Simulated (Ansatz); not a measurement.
# CaPb: a line through an energy map

An exercise on one series of results from a longer session: the logs are not shown, and one member is left open.

Computed with Ansatz 0.2.0 (DFT PBEsol, scalar-relativistic, plane waves, PAW, unless a step's input says otherwise).

16 further runs of the same task are left out: 16 set aside as unsound or not needed.

### Starting point

Symmetry: P4/mmm, No. 123, tetragonal system. Conventional cell: a = 3.527 Å, b = 3.527 Å, c = 4.590 Å, α = 90.00°, β = 90.00°, γ = 90.00°. Ca (site symmetry 4/mmm) has 8 Pb at 3.39 Å and 4 Ca at 3.53 Å as nearest neighbours. Around Pb (site symmetry 4/mmm) lie 8 Ca at 3.39 Å and 4 Pb at 3.53 Å.

Coordinates:

```
CELL_PARAMETERS angstrom
3.52747 0.00000 0.00000
0.00000 3.52747 0.00000
0.00000 0.00000 4.58966
ATOMIC_POSITIONS crystal
Ca 0.00000 0.00000 0.00000
Pb 0.50000 0.50000 0.50000
```

It goes back to an entry of the Materials Project, which need not be the stable form.

It is the result of an earlier relaxation at this level (volume 28.55 Å³/atom; gap on the mesh: none (metal)).

### The scan

The energy is mapped over volume and the cell's shape.

- volume per atom: 7 values from 25.13 to 31.98 Å³
- c/a of the conventional cell: 7 values from 1.201 to 1.410

Nothing else is relaxed (symmetry fixes all fractional coordinates). Energies count from the relaxed crystal. Points are written as (first, second).

Set-up of the first run:

Contents of input.yaml:

```yaml
crystal:
  lattice:
    - [3.4105672816, 0.0, 0.0]
    - [0.0, 3.4105672816, 0.0]
    - [0.0, 0.0, 4.3205066324]
  atoms:
    - { symbol: Ca, position: [0.0, 0.0, 0.0] }
    - { symbol: Pb, position: [0.5, 0.5, 0.5] }
basis:
  ecutwfc: 420
kpoints:
  mp_grid: { grid: [14, 14, 12] }
hamiltonian:
  xc: pbesol
scf:
  occupations: { method: gaussian, width: 0.15 }
output:
  forces: true
  stress: true
  eigenvalues: true
```

Launch:

```
> ansatz run input.yaml --threads 1 --pin off --max-ram 2048MiB --backend cpu --events-out ev --progress --plain --runs-dir out
```

Steps of the session up to this table: Point (25.13 Å³, 1.267); The run at (26.27 Å³, 1.267); Point (28.55 Å³, 1.267); Grid point (29.70 Å³, 1.267); The run at (31.98 Å³, 1.267).

One of the session's tables, all rows but one given; the rest of the session is left out.

```
volume per atom (Å³)  energy (meV/atom)  slope (meV/atom per Å³)  pressure (GPa)
               25.13                 66                      −42             6.8
               26.27                 27                      −25             4.1
               27.41                  6                      −12             1.9
               28.55               −0.8                       −1             0.1
               29.70                  ?                        ?               ?
               30.84                 17                       15            −2.4
               31.98                 37                       21            −3.3
```

**Question.** Estimate the row for volume per atom (Å³) = 29.70.

Worked estimate for «energy (meV/atom)». A straight line through the neighbours (28.55, −0.8) and (30.84, 17) gives −0.8 + (17 − −0.8) × (29.70 − 28.55) / (30.84 − 28.55) = 8.1; a parabola fitted to 4 rows on both sides gives 3.6.

**Answer.** energy (meV/atom): 3.4; slope (meV/atom per Å³): 8; pressure (GPa): −1.3. In «energy (meV/atom)» the line misses by +4.7 and the parabola by +0.2.

Energies count from the relaxed crystal. Rows without a step come from runs not printed here or follow by symmetry. Slopes come from the forces (and the stress, where the cell changes), not from differences of energies.

In words: The lowest point of the line is at 28.55 Å³, −0.8 meV/atom from the zero. Energies and slopes round the minimum, fitted together, put the minimum at 28.663 Å³, with a curvature of about 8.4 meV/atom per (Å³)². V·d²E/dV² there is about 39 GPa, a bulk modulus under this line's constraint. The well is lopsided: two grid steps out, the energy rises by 28 meV/atom towards smaller values and 17 meV/atom towards larger ones. The highest point computed, at 25.13 Å³, lies 66 meV/atom above the lowest. This is one cut through a surface in two coordinates; it holds the lowest point sampled, which need not be a minimum. The runs treat Pb without spin-orbit coupling.
